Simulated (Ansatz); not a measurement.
The inner images of a band of a periodic cell of 15 atoms, MgGa6N8 (host GaN, host structure P6_3mc, dopant Mg, one Ga atom removed), cell charge -2 are given out of order.

Theory: Ansatz 0.2.0, DFT PBE, scalar-relativistic, plane waves, PAW. Settings: PAW set soft_1, cutoff 420 eV, k mesh 2x2x2, fermi-dirac smearing 0.02 eV, no spin polarisation.

First end point:

```xyz
15
Lattice="-3.1800 -5.5079 0.0000 4.7700 -2.7540 0.0000 0.0000 0.0000 5.1660" Properties=species:S:1:pos:R:3
Ga -0.022 -3.665 -0.022
Ga 1.578 -4.599 2.566
N 0.211 -3.491 1.864
N 1.582 -4.572 4.499
Ga 3.179 -3.672 -0.013
Ga -0.060 -1.798 2.647
N 3.183 -3.682 1.925
N -0.071 -1.859 4.522
Mg 1.614 -0.927 -0.068
Ga 3.196 -1.826 2.576
N 1.546 -1.175 1.923
N 3.270 -1.890 4.485
Ga 1.635 -6.445 -0.018
N 1.430 -6.324 1.872
N -1.565 -4.543 4.619
```

Last end point:

```xyz
15
Lattice="-3.1800 -5.5079 0.0000 4.7700 -2.7540 0.0000 0.0000 0.0000 5.1660" Properties=species:S:1:pos:R:3
Ga 0.063 -3.708 0.076
Ga 1.593 -4.588 2.584
N 0.074 -3.647 1.952
N 1.589 -4.579 4.521
Ga 3.193 -3.662 -0.002
Ga 0.026 -1.841 2.574
N 3.190 -3.690 1.929
N -0.211 -2.017 4.459
Mg 1.570 0.930 2.530
Ga 3.137 -1.817 2.578
N 1.568 -0.962 2.049
N 3.346 -1.938 4.466
Ga 1.574 -6.433 0.009
N 1.502 -6.370 1.917
N -1.545 -4.331 4.521
```

Put them in order from the first end to the last, with their energies above the first end.
A.
```xyz
15
Lattice="-3.1800 -5.5079 0.0000 4.7700 -2.7540 0.0000 0.0000 0.0000 5.1660" Properties=species:S:1:pos:R:3
Ga 0.086 -3.536 -0.031
Ga 1.569 -4.659 2.544
N 0.021 -3.765 1.886
N 1.607 -4.495 4.489
Ga 3.191 -3.568 0.034
Ga -0.079 -1.999 2.628
N 3.188 -3.744 1.959
N -0.109 -1.794 4.524
Mg 1.684 0.478 1.406
Ga 3.199 -1.894 2.666
N 1.541 -1.265 2.126
N 3.236 -1.799 4.567
Ga 1.576 -6.351 -0.063
N 1.519 -6.461 1.895
N -1.546 -4.405 4.606
```
B.
```xyz
15
Lattice="-3.1800 -5.5079 0.0000 4.7700 -2.7540 0.0000 0.0000 0.0000 5.1660" Properties=species:S:1:pos:R:3
Ga 0.022 -3.551 -0.037
Ga 1.541 -4.652 2.546
N 0.084 -3.633 1.872
N 1.590 -4.521 4.486
Ga 3.192 -3.620 0.003
Ga -0.086 -1.913 2.674
N 3.164 -3.743 1.947
N 0.001 -1.736 4.568
Mg 1.754 -0.653 0.201
Ga 3.176 -1.896 2.644
N 1.526 -1.238 2.051
N 3.237 -1.815 4.551
Ga 1.648 -6.403 -0.043
N 1.383 -6.387 1.855
N -1.532 -4.404 4.521
```
C.
```xyz
15
Lattice="-3.1800 -5.5079 0.0000 4.7700 -2.7540 0.0000 0.0000 0.0000 5.1660" Properties=species:S:1:pos:R:3
Ga 0.092 -3.488 -0.053
Ga 1.535 -4.647 2.543
N -0.032 -3.792 1.845
N 1.601 -4.492 4.486
Ga 3.183 -3.556 0.030
Ga -0.132 -2.029 2.622
N 3.161 -3.743 1.956
N -0.101 -1.751 4.518
Mg 1.998 0.074 0.995
Ga 3.181 -1.908 2.702
N 1.495 -1.307 2.161
N 3.207 -1.755 4.608
Ga 1.627 -6.377 -0.049
N 1.402 -6.412 1.878
N -1.530 -4.376 4.528
```
D.
```xyz
15
Lattice="-3.1800 -5.5079 0.0000 4.7700 -2.7540 0.0000 0.0000 0.0000 5.1660" Properties=species:S:1:pos:R:3
Ga 0.053 -3.621 0.000
Ga 1.593 -4.626 2.564
N 0.071 -3.703 1.914
N 1.604 -4.527 4.505
Ga 3.201 -3.601 0.023
Ga -0.013 -1.930 2.619
N 3.206 -3.728 1.953
N -0.128 -1.875 4.516
Mg 1.585 0.753 1.979
Ga 3.172 -1.868 2.628
N 1.566 -1.153 2.056
N 3.262 -1.852 4.525
Ga 1.567 -6.387 -0.051
N 1.501 -6.411 1.902
N -1.563 -4.428 4.566
```
E.
```xyz
15
Lattice="-3.1800 -5.5079 0.0000 4.7700 -2.7540 0.0000 0.0000 0.0000 5.1660" Properties=species:S:1:pos:R:3
Ga 0.057 -3.504 -0.048
Ga 1.532 -4.651 2.541
N 0.016 -3.727 1.850
N 1.590 -4.502 4.483
Ga 3.183 -3.579 0.017
Ga -0.122 -1.985 2.651
N 3.158 -3.745 1.952
N -0.056 -1.731 4.546
Mg 1.977 -0.319 0.574
Ga 3.174 -1.909 2.691
N 1.499 -1.290 2.129
N 3.203 -1.760 4.600
Ga 1.648 -6.389 -0.048
N 1.368 -6.398 1.860
N -1.533 -4.373 4.505
```

B (+0.47 eV), E (+1.56 eV), C (+2.05 eV), A (+1.39 eV), D (+0.69 eV).

Time of the run: 17 min on 1 thread of Arm Neoverse V2, with other jobs on the host, peak memory 0.72 GiB.
